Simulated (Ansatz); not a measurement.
# H₇InNSbSi: one species, many methods

One table from this session's results is given with a row withheld; the runs are named, their logs left out.

The runs use Ansatz 0.2.0, Gaussian basis; functionals in def2-TZVPP, the program's frozen cores in correlated methods.

Levels to be run: LDA (SPW92), PBE-D4, revPBE-D4, BLYP-D4, r2SCAN-D4, B97M-V, PBE0-D4, B3LYP-D4, r2SCANh-D4, r2SCAN0-D4, HSE06-D4, BHLYP-D4, CAM-B3LYP-D4, LC-ωPBE, ωB97X-V, ωB97M-V, B2PLYP, PBE-QIDH; CCSD(T)/def2-SVP; CCSD(T)/def2-TZVPP; MP2/def2-QZVPP; extrapolation to the limit; RPA on PBE.

## The geometry

The geometry comes from an earlier relaxation with PBE0-D4 in a triple-zeta def2 set; it is a stationary point, not always the lowest conformer. Sb, In take the def2 core potential; no spin-orbit term is included.

SMILES `[NH2][Sb]([SiH3])[InH2]`, 11 atoms, charge 0, spin multiplicity 1.

Atoms are counted from 1 here; the program's logs count them from 0.

Bond lengths: N1–Sb2 2.076 Å, N1–H5 1.014 Å, N1–H6 1.013 Å, Sb2–Si3 2.591 Å, Sb2–In4 2.783 Å, Si3–H7 1.513 Å, Si3–H8 1.487 Å, Si3–H9 1.484 Å, In4–H10 1.723 Å, In4–H11 1.722 Å. Angles: Sb2–N1–H5 109.6°, Sb2–N1–H6 111.1°, H5–N1–H6 107.0°, N1–Sb2–Si3 89.9°, N1–Sb2–In4 91.3°, Si3–Sb2–In4 71.7°, Sb2–Si3–H7 111.4°, Sb2–Si3–H8 112.3°, Sb2–Si3–H9 110.6°, H7–Si3–H8 105.2°, H7–Si3–H9 105.9°, H8–Si3–H9 111.1°, Sb2–In4–H10 116.1°, Sb2–In4–H11 119.4°, H10–In4–H11 124.5°.

Geometry (Å):

```xyz
11

N    -1.7032    1.2213   -0.3598
Sb   -1.1269    0.0230    1.2347
Si    1.3533    0.6119    0.7725
In   -0.0812   -1.8878   -0.4969
H    -2.2583    1.9976   -0.0183
H    -2.2828    0.7062   -1.0116
H     1.8748   -0.1102   -0.4510
H     2.2487    0.1931    1.8837
H     1.5021    2.0601    0.4844
H    -0.4807   -1.6996   -2.1627
H     0.9542   -3.1156    0.1248
```

The first run:

File in.yaml:

```yaml
crystal:
  periodic: [false, false, false]
  atoms:
    - {symbol: N, position_ang: [-1.703215, 1.221332, -0.359766]}
    - {symbol: Sb, position_ang: [-1.126931, 0.023033, 1.234739]}
    - {symbol: Si, position_ang: [1.353346, 0.611856, 0.772537]}
    - {symbol: In, position_ang: [-0.081236, -1.887840, -0.496883]}
    - {symbol: H, position_ang: [-2.258281, 1.997596, -0.018308]}
    - {symbol: H, position_ang: [-2.282772, 0.706211, -1.011629]}
    - {symbol: H, position_ang: [1.874834, -0.110210, -0.450995]}
    - {symbol: H, position_ang: [2.248657, 0.193144, 1.883747]}
    - {symbol: H, position_ang: [1.502130, 2.060118, 0.484418]}
    - {symbol: H, position_ang: [-0.480698, -1.699603, -2.162665]}
    - {symbol: H, position_ang: [0.954167, -3.115636, 0.124804]}
basis:
  gaussian: {orbitals: def2-TZVPP}
hamiltonian: {xc: lda}
output: {orbitals: {seedname: orbitals}}
```

Started as:

```bash
$ ansatz run in.yaml --threads 2 --pin off --events-out ev --progress --plain --max-ram 32768MiB --backend cuda --devices 0, --max-vram 18GiB
```

Among the steps run: LDA; PBE-D4 (GGA); revPBE-D4 (GGA); BLYP-D4 (GGA); r2SCAN-D4 (meta-GGA); B97M-V (meta-GGA); PBE0-D4 (hybrid); B3LYP-D4 (hybrid); r2SCANh-D4 (hybrid); r2SCAN0-D4 (hybrid); HSE06-D4 (hybrid); BHLYP-D4 (hybrid); CAM-B3LYP-D4 (range-separated); LC-ωPBE (range-separated); ωB97X-V (range-separated); ωB97M-V (range-separated); B2PLYP (double hybrid); PBE-QIDH (double hybrid).

One of the session's tables, all rows but one given; the rest of the session is left out.

It belongs to the step «Orbital energies across the functionals». 

| functional | HOMO (eV) | LUMO (eV) | gap (eV) |
| --- | --- | --- | --- |
| LDA (SPW92) | -5.56 | -2.43 | 3.13 |
| PBE-D4 | -5.42 | -2.17 | 3.25 |
| revPBE-D4 | -5.37 | -2.06 | 3.31 |
| BLYP-D4 | -5.29 | -2.09 | 3.20 |
| r2SCAN-D4 | -5.65 | -1.93 | 3.72 |
| B97M-V | -5.72 | -2.15 | 3.57 |
| PBE0-D4 | -6.46 | -1.48 | 4.99 |
| B3LYP-D4 | -6.28 | -1.70 | 4.58 |
| r2SCANh-D4 | -6.05 | -1.69 | 4.36 |
| r2SCAN0-D4 | -6.62 | -1.33 | 5.28 |
| HSE06-D4 | -6.08 | -1.83 | 4.25 |
| BHLYP-D4 | -7.27 | -0.79 | 6.49 |
| CAM-B3LYP-D4 | -7.61 | -0.64 | 6.97 |
| LC-ωPBE | ? | ? | ? |
| ωB97X-V | -8.52 | 0.28 | 8.79 |
| ωB97M-V | -8.41 | 0.00 | 8.42 |

Estimate the missing values for LC-ωPBE.

The run gave: HOMO (eV): -8.80; LUMO (eV): 0.39; gap (eV): 9.18. In the column «HOMO (eV)» it is the lowest.
